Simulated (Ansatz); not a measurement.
**Cs2KYF6: a short molecular-dynamics run**

A trajectory of Cs2KYF6, a randomly packed cell with 10 atoms that was not relaxed first: 60 steps of 0.5 fs under a Langevin thermostat and barostat at 2000 K and 0 GPa.

Method: DFT PBE, plane waves, PAW, scalar-relativistic, no spin polarisation, in Ansatz 0.2.0.

### 1 The system as given

The cell holds 10 atoms (Cs2F6KY): a = 5.434 Å, b = 6.876 Å, c = 6.505 Å, α = 93.89°, β = 89.88°, γ = 81.67°.

Coordinates:

```
F K Y Cs
1.0
     5.33357    1.00439    0.26238
    -0.27671    6.87030   -0.04778
    -0.22862   -0.40621    6.48813
F K Y Cs
6 1 1 2
Direct
  0.03583 0.08843 0.51440
  0.64495 0.18814 0.14378
  0.05897 0.36530 0.62797
  0.83210 0.97313 0.05101
  0.82871 0.41084 0.81627
  0.51485 0.52441 0.37518
  0.53664 0.69821 0.02542
  0.11278 0.72847 0.60932
  0.53106 0.11440 0.66766
  0.11816 0.33423 0.18328
```

### 2 The run

input.yaml reads:

```yaml
crystal:
  lattice:
    - [5.333569, 1.004395, 0.262385]
    - [-0.276706, 6.870302, -0.047777]
    - [-0.228624, -0.406215, 6.488134]
  atoms:
    - { symbol: F, position: [0.035831, 0.088432, 0.514395] }
    - { symbol: F, position: [0.644955, 0.188144, 0.143778] }
    - { symbol: F, position: [0.058974, 0.365299, 0.627972] }
    - { symbol: F, position: [0.8321, 0.973126, 0.051013] }
    - { symbol: F, position: [0.82871, 0.410843, 0.816274] }
    - { symbol: F, position: [0.51485, 0.524412, 0.375176] }
    - { symbol: K, position: [0.536639, 0.698212, 0.025424] }
    - { symbol: "Y", position: [0.112783, 0.728468, 0.609318] }
    - { symbol: Cs, position: [0.531055, 0.114397, 0.667658] }
    - { symbol: Cs, position: [0.118157, 0.334232, 0.183284] }
kpoints:
  mp_grid: { grid: [3, 2, 3] }
magnetization:
  spin_polarized: false
scf:
  occupations: { method: fermi_dirac, width: 0.05 }
hamiltonian:
  pseudopotentials: { kind: paw }
  xc: pbe
basis:
  ecutwfc: 420
md:
  timestep: 0.5
  n_steps: 60
  ensemble: npt_langevin
  temperature: 2000.0
  initial_velocities: maxwell_boltzmann
  seed: 332035
  pressure: 0.0
```

Started as:

```
$ ansatz run input.yaml --threads 2 --pin off --max-ram 2560MiB --backend cpu --events-out ev --progress --plain --runs-dir out
```

Log (excerpt; [...] marks lines left out):

```text
Warning: md: disabling space-group detection — thermal motion breaks the input geometry's symmetry, so no spatial operation reduces the k-mesh or symmetrises the density; time reversal is kept, so that k and −k are solved as one point where they differ and the mesh holds both, and exact [...]
Warning: RAYON_NUM_THREADS=2 ignored (pool sized by the plan → 2); use --threads N
[...]
Pseudopotentials: kind: paw
Pseudopotential: F, paw, valence charge 7, recommended cutoff 420 eV (normal), F.paw.azcp
Pseudopotential: K, paw, valence charge 9, recommended cutoff 420 eV (normal), K.paw.azcp
Pseudopotential: Y, paw, valence charge 11, recommended cutoff 420 eV (normal), Y.paw.azcp
Pseudopotential: Cs, paw, valence charge 9, recommended cutoff 420 eV (normal), Cs.paw.azcp
Functional definition: PBE
[...]
Crystal: 10 atoms, lattice volume = 239.898 Å³
Basis set: ecut = 420 eV (smoothed over ±3.0 %; plane waves to 437.0 eV, density to 1747.9 eV), 4981 PW (Γ), exchange–correlation on 80×96×90 points (8 copies of the dense FFT grid, shifted against one another)
Bands: 50, of which v1, the nominal top of the filled ones, is band 40 counted from 1 (39 counted from 0)
Symmetry: 1 space group operations
k-points: 10 of 18 (time reversal used)
[...]
SCF iter   1: F=—  HF=-21577.838744 eV  |F-HF|=—  |Δ(HF+E_count)|=         —  Δρ=8.93e-3  dr2=2.34e-1  ethr=1.77e-3  ⟨swp⟩=7.8  Hψ=2023  notcnv=0  defer=4
[...]
md step     0: t =     0.00 fs  T =  1800.0 K  F+E_penalty+E_count = -21577.83214129 eV  E_kin = 2.326680 eV  conserved = -21576.44995822 eV  P_inst = 3.2276 GPa  V = 239.8985 Å³  selection 1  (17 SCF iters)
[...]
md step     1: t =     0.50 fs  T =  1987.2 K  F+E_penalty+E_count = -21577.96230318 eV  E_kin = 2.568595 eV  conserved = -21576.45005892 eV  P_inst = 3.1641 GPa  V = 239.8989 Å³  selection 1  (15 SCF iters)
[...]
md step     2: t =     1.00 fs  T =  2211.7 K  F+E_penalty+E_count = -21578.11366541 eV  E_kin = 2.858854 eV  conserved = -21576.45015909 eV  P_inst = 3.1024 GPa  V = 239.8823 Å³  selection 1  (15 SCF iters)
```

### 3 More of the same log

The log, continued (excerpt; [...] marks lines left out):

```text
[... from here on, the SCF cycles and remarks between the steps are left out ...]
md step     3: t =     1.50 fs  T =  2260.4 K  F+E_penalty+E_count = -21578.28496764 eV  E_kin = 2.921835 eV  conserved = -21576.45020748 eV  P_inst = 2.9248 GPa  V = 239.8472 Å³  selection 1  (15 SCF iters)
[...]
md step    17: t =     8.50 fs  T =  5563.3 K  F+E_penalty+E_count = -21581.92555558 eV  E_kin = 7.191073 eV  conserved = -21576.45155178 eV  P_inst = 1.3404 GPa  V = 239.4591 Å³  selection 1  (7 SCF iters)
[...]
md step    31: t =    15.50 fs  T =  7882.0 K  F+E_penalty+E_count = -21585.28234266 eV  E_kin = 10.188243 eV  conserved = -21576.45182056 eV  P_inst = 2.2228 GPa  V = 240.3404 Å³  selection 1  (7 SCF iters)
[...]
  atom   4  F      1.11588706     0.22075316    -1.66441387
  atom   5  F     -0.17122172     0.34149176    -1.15752485
  atom   6  F     -0.01390089     2.66201603     0.44140632
  atom   7  K      0.16564558    -0.36407997     0.35807482
  atom   8  Y     -0.85503962    -1.12550349     3.78382826
[...]
--- Stress (GPa, compression-positive) ---
        2.859591      -2.882671       1.093556
       -2.882671      10.700517      -1.565150
        1.093556      -1.565150       0.230057
  P = ⅓ Tr σ = 4.5967 GPa (45.967 kbar)
--- MD trajectory: 60 steps, t = 0.0 → 30.0 fs ---
  final state: T = 7325.6 K   F+E_penalty+E_count = -21586.76785950 eV   E_kin = 9.469043 eV
  conserved energy: peak-to-peak 1.930e-3 eV (1.930e-4 eV/atom) over 30.0 fs
  cell: V = 244.9598 Å³ at the end; means of 61 rows, the approach among them: V = 240.8139 Å³, P_inst = 3.8732 GPa
  mean static stress (GPa): xx 1.1327  yy -1.5553  zz 0.8195  yz 1.0642  xz 0.1517  xy -0.4399
  the result is of one more SCF, on plane waves selected at the last cell: its energy does not rank with the rows'
```

It took 5.7 min on 2 threads of an Arm CPU, shared host; peak memory 0.55 GiB.

### 4 The trajectory

The trajectory, every 3 steps (energies from step 0); msd is the mean square displacement from the start, the centre of mass held:

| time (fs) | T (K) | potential energy change (meV/atom) | conserved energy change (meV/atom) | volume (Å³/atom) | pressure (GPa) | msd F (Å²) | msd K (Å²) | msd Y (Å²) | msd Cs (Å²) |
| --- | --- | --- | --- | --- | --- | --- | --- | --- | --- |
| 0.0 | 1800 | 0.0 | 0.00 | 23.99 | 3.2 | 0.000 | 0.000 | 0.000 | 0.000 |
| 1.5 | 2260 | -45.3 | -0.02 | 23.98 | 2.9 | 0.001 | 0.001 | 0.000 | 0.000 |
| 3.0 | 2909 | -109.0 | -0.06 | 23.97 | 2.6 | 0.003 | 0.003 | 0.000 | 0.000 |
| 4.5 | 3552 | -185.2 | -0.09 | 23.94 | 2.2 | 0.007 | 0.006 | 0.001 | 0.001 |
| 6.0 | 4065 | -267.4 | -0.11 | 23.94 | 1.6 | 0.015 | 0.011 | 0.002 | 0.001 |
| 7.5 | 4795 | -351.4 | -0.13 | 23.94 | 1.3 | 0.026 | 0.017 | 0.002 | 0.002 |
| 9.0 | 5983 | -438.7 | -0.17 | 23.95 | 1.4 | 0.044 | 0.024 | 0.003 | 0.002 |
| 10.5 | 6509 | -522.1 | -0.19 | 23.97 | 1.2 | 0.067 | 0.031 | 0.004 | 0.003 |
| 12.0 | 7059 | -598.1 | -0.19 | 23.99 | 1.4 | 0.098 | 0.038 | 0.006 | 0.004 |
| 13.5 | 7605 | -666.8 | -0.18 | 24.01 | 1.7 | 0.136 | 0.046 | 0.007 | 0.005 |
| 15.0 | 7790 | -727.1 | -0.19 | 24.03 | 2.0 | 0.180 | 0.056 | 0.009 | 0.006 |
| 16.5 | 8040 | -777.6 | -0.18 | 24.05 | 2.6 | 0.232 | 0.065 | 0.012 | 0.008 |
| 18.0 | 8346 | -819.5 | -0.19 | 24.07 | 3.4 | 0.291 | 0.075 | 0.015 | 0.009 |
| 19.5 | 8074 | -851.7 | -0.17 | 24.10 | 3.9 | 0.356 | 0.087 | 0.018 | 0.011 |
| 21.0 | 8222 | -873.8 | -0.18 | 24.12 | 4.9 | 0.428 | 0.101 | 0.022 | 0.013 |
| 22.5 | 8400 | -886.1 | -0.17 | 24.15 | 5.9 | 0.505 | 0.117 | 0.026 | 0.014 |
| 24.0 | 8849 | -891.7 | -0.15 | 24.19 | 7.1 | 0.591 | 0.136 | 0.030 | 0.017 |
| 25.5 | 8415 | -893.3 | -0.13 | 24.24 | 7.7 | 0.681 | 0.156 | 0.034 | 0.019 |
| 27.0 | 7867 | -891.8 | -0.11 | 24.31 | 8.2 | 0.775 | 0.178 | 0.039 | 0.021 |
| 28.5 | 7970 | -892.3 | -0.13 | 24.39 | 8.7 | 0.873 | 0.202 | 0.045 | 0.023 |
| 30.0 | 7326 | -893.6 | -0.14 | 24.50 | 8.7 | 0.972 | 0.227 | 0.052 | 0.026 |

time (fs), T (K) and a bar:
```
      0.0       1800 
      1.5       2260 ##
      2.5       2715 ####
      4.0       3295 #######
      5.0       3841 #########
      6.5       4276 ###########
      8.0       5172 ###############
      9.0       5983 ##################
     10.5       6509 #####################
     11.5       6817 ######################
     13.0       7528 #########################
     14.5       7522 #########################
     15.5       7882 ###########################
     17.0       7899 ###########################
     18.5       8384 #############################
     19.5       8074 ###########################
     21.0       8222 ############################
     22.0       8264 ############################
     23.5       8677 ##############################
     25.0       8590 ##############################
     26.0       8091 ###########################
     27.5       8000 ###########################
     28.5       7970 ###########################
     30.0       7326 ########################
```

Pair distribution over the second half of the run:

| r (Å) | g F–F | g F–Cs |
| --- | --- | --- |
| 0.68 | 0.00 | 0.00 |
| 0.84 | 0.00 | 0.00 |
| 1.00 | 0.00 | 0.00 |
| 1.16 | 0.00 | 0.00 |
| 1.32 | 0.00 | 0.00 |
| 1.48 | 0.00 | 0.00 |
| 1.64 | 0.00 | 0.00 |
| 1.80 | 0.00 | 0.00 |
| 1.96 | 0.00 | 0.00 |
| 2.12 | 0.25 | 0.00 |
| 2.28 | 0.45 | 0.49 |
| 2.44 | 0.58 | 1.14 |
| 2.60 | 1.11 | 0.10 |

### 5 Positions and forces

Extended XYZ, with forces in eV/Å:

```xyz
10
Lattice="5.331 1.004 0.262 -0.277 6.867 -0.048 -0.229 -0.406 6.485" Properties=species:S:1:pos:R:3:forces:R:3 pbc="T T T" time_fs=4.0 T=3295 dE=-1.5904
F     0.037    0.421    3.331    0.654   -4.834    0.060
F     3.285    1.945    1.147   -1.879    1.293    0.614
F     0.109    2.381    4.029    4.582    4.944   -2.959
F     4.184    7.415    0.503    2.361   -2.669   -1.788
F     4.116    3.335    5.494   -4.476    0.891    3.534
F     2.503    4.028    2.535   -1.577    1.690    1.205
K     2.647    5.369    0.319    0.536   -0.191    0.632
Y     0.245    4.849    3.942   -0.111   -1.464   -1.008
Cs    2.655    1.027    4.466    0.405    0.996    0.057
Cs    0.507    2.343    1.184   -0.495   -0.656   -0.347
10
Lattice="5.330 1.004 0.262 -0.277 6.865 -0.048 -0.228 -0.406 6.483" Properties=species:S:1:pos:R:3:forces:R:3 pbc="T T T" time_fs=7.5 T=4795 dE=-3.5142
F     0.023    0.369    3.307    0.690   -4.236    0.394
F     3.205    2.015    1.199   -1.005    0.303    0.196
F     0.180    2.461    3.978    3.315    4.643   -2.070
F     4.236    7.322    0.495    1.768   -1.782   -1.518
F     4.089    3.353    5.527   -3.326    1.006    2.354
F     2.473    4.095    2.538   -1.664    1.807    1.418
K     2.634    5.412    0.362    0.487   -0.266    0.511
Y     0.230    4.832    3.937   -0.023   -1.911   -0.979
Cs    2.659    1.013    4.466    0.381    1.083    0.101
Cs    0.515    2.348    1.169   -0.625   -0.647   -0.408
10
Lattice="5.333 1.004 0.262 -0.277 6.869 -0.048 -0.229 -0.406 6.487" Properties=species:S:1:pos:R:3:forces:R:3 pbc="T T T" time_fs=11.0 T=6665 dE=-5.4817
F     0.011    0.289    3.285    0.754   -3.620    0.652
F     3.125    2.087    1.262   -0.389   -0.296    0.004
F     0.274    2.575    3.911    1.744    3.962   -0.898
F     4.305    7.209    0.471    1.525   -1.194   -1.443
F     4.041    3.369    5.590   -1.987    1.123    1.010
F     2.433    4.178    2.547   -1.722    1.853    1.611
K     2.624    5.451    0.399    0.394   -0.348    0.396
Y     0.213    4.821    3.935    0.128   -2.011   -0.955
Cs    2.667    0.999    4.471    0.341    1.160    0.121
Cs    0.525    2.356    1.153   -0.788   -0.630   -0.498
10
Lattice="5.336 1.005 0.263 -0.277 6.874 -0.048 -0.229 -0.406 6.492" Properties=species:S:1:pos:R:3:forces:R:3 pbc="T T T" time_fs=15.0 T=7790 dE=-7.2709
F    -0.002    0.167    3.264    0.781   -2.962    0.757
F     3.039    2.168    1.335    0.170   -0.668   -0.055
F     0.396    2.728    3.836    0.402    2.431    0.123
F     4.397    7.071    0.422    1.463   -0.736   -1.486
F     3.967    3.391    5.679   -0.932    1.089   -0.099
F     2.380    4.283    2.569   -1.705    1.853    1.729
K     2.607    5.493    0.431    0.229   -0.398    0.326
Y     0.188    4.813    3.927    0.344   -1.199   -0.814
Cs    2.675    0.986    4.479    0.261    1.194    0.103
Cs    0.537    2.365    1.131   -1.014   -0.605   -0.585
10
Lattice="5.341 1.006 0.263 -0.277 6.880 -0.048 -0.229 -0.407 6.497" Properties=species:S:1:pos:R:3:forces:R:3 pbc="T T T" time_fs=19.0 T=8117 dE=-8.4210
F    -0.022    0.022    3.250    0.723   -2.148    0.617
F     2.968    2.232    1.391    0.675   -0.871    0.022
F     0.534    2.897    3.772   -0.061   -0.222    0.528
F     4.499    6.937    0.359    1.452   -0.404   -1.566
F     3.896    3.418    5.775   -0.462    0.959   -0.704
F     2.323    4.394    2.615   -1.506    1.869    1.625
K     2.586    5.541    0.456    0.096   -0.418    0.327
Y     0.156    4.806    3.917    0.239    0.593   -0.289
Cs    2.686    0.978    4.491    0.150    1.205    0.083
Cs    0.549    2.372    1.108   -1.307   -0.561   -0.642
10
Lattice="5.345 1.007 0.263 -0.277 6.886 -0.048 -0.229 -0.407 6.503" Properties=species:S:1:pos:R:3:forces:R:3 pbc="T T T" time_fs=22.5 T=8400 dE=-8.8608
F    -0.034   -0.114    3.237    0.543   -1.032    0.224
F     2.922    2.273    1.443    1.043   -0.942    0.168
F     0.648    3.035    3.719    0.318   -3.388    0.470
F     4.588    6.826    0.289    1.432   -0.157   -1.622
F     3.834    3.449    5.863   -0.284    0.770   -1.002
F     2.271    4.499    2.677   -1.162    1.949    1.336
K     2.571    5.594    0.479    0.014   -0.419    0.364
Y     0.131    4.801    3.904   -0.410    2.527    0.677
Cs    2.699    0.969    4.500    0.045    1.219    0.054
Cs    0.559    2.375    1.085   -1.541   -0.526   -0.669
10
Lattice="5.354 1.008 0.263 -0.278 6.896 -0.048 -0.229 -0.408 6.513" Properties=species:S:1:pos:R:3:forces:R:3 pbc="T T T" time_fs=26.0 T=8091 dE=-8.9285
F    -0.028   -0.254    3.229    0.164    0.832   -0.562
F     2.879    2.309    1.491    1.404   -0.981    0.352
F     0.771    3.148    3.668    1.004   -5.845    0.306
F     4.694    6.732    0.203    1.311    0.013   -1.654
F     3.760    3.477    5.949   -0.205    0.560   -1.138
F     2.227    4.621    2.753   -0.627    2.188    0.899
K     2.551    5.659    0.500    0.056   -0.391    0.394
Y     0.105    4.805    3.888   -1.257    2.842    2.111
Cs    2.717    0.958    4.513   -0.046    1.249    0.022
Cs    0.569    2.380    1.064   -1.804   -0.469   -0.730
10
Lattice="5.371 1.011 0.264 -0.279 6.918 -0.048 -0.230 -0.409 6.533" Properties=species:S:1:pos:R:3:forces:R:3 pbc="T T T" time_fs=30.0 T=7326 dE=-8.9357
F    -0.028   -0.401    3.232   -0.490    3.953   -1.942
F     2.848    2.344    1.546    1.721   -1.020    0.516
F     0.919    3.216    3.616    0.716   -5.596    0.495
F     4.840    6.632    0.104    1.116    0.221   -1.664
F     3.678    3.524    6.046   -0.171    0.341   -1.158
F     2.180    4.766    2.839   -0.014    2.662    0.441
K     2.534    5.737    0.533    0.166   -0.364    0.358
Y     0.071    4.820    3.876   -0.855   -1.126    3.784
Cs    2.744    0.952    4.537   -0.183    1.313   -0.008
Cs    0.581    2.388    1.046   -2.005   -0.385   -0.823
```

### 6 Summary of results

| quantity | value |
| --- | --- |
| length | 60 steps of 0.5 fs |
| temperature, first and last step | 1800 and 7326 K |
| temperature, second half | mean 8153 K, from 7326 to 8849 K |
| potential energy, second half | -858 meV/atom from the start |
| largest change of the conserved energy | 0.19 meV/atom |
| volume, first and last step | 23.99 and 24.50 Å³/atom |
| mean square displacement, second half | F 0.532, K 0.126, Y 0.027, Cs 0.015 Å² |

**Reading.** Against a set 2000 K the second half averages 8153 K with a spread of 323 K (in equilibrium 10 atoms would scatter by about 516 K, over a far longer run). The conserved energy strays from its start by at most 0.19 meV/atom, under 0.1 % of the mean kinetic energy, so a step of 0.5 fs is short enough over this time. Over the second half F atoms stand 0.7 Å (root mean square) from where they began, and the farthest move is 1.3 Å. The volume changes by +2.1 % from first to last step, and is still moving at the end, so it is no equilibrium value. 30 fs on 10 atoms is far too short and small for converged averages. The k-mesh is coarse for this cell.
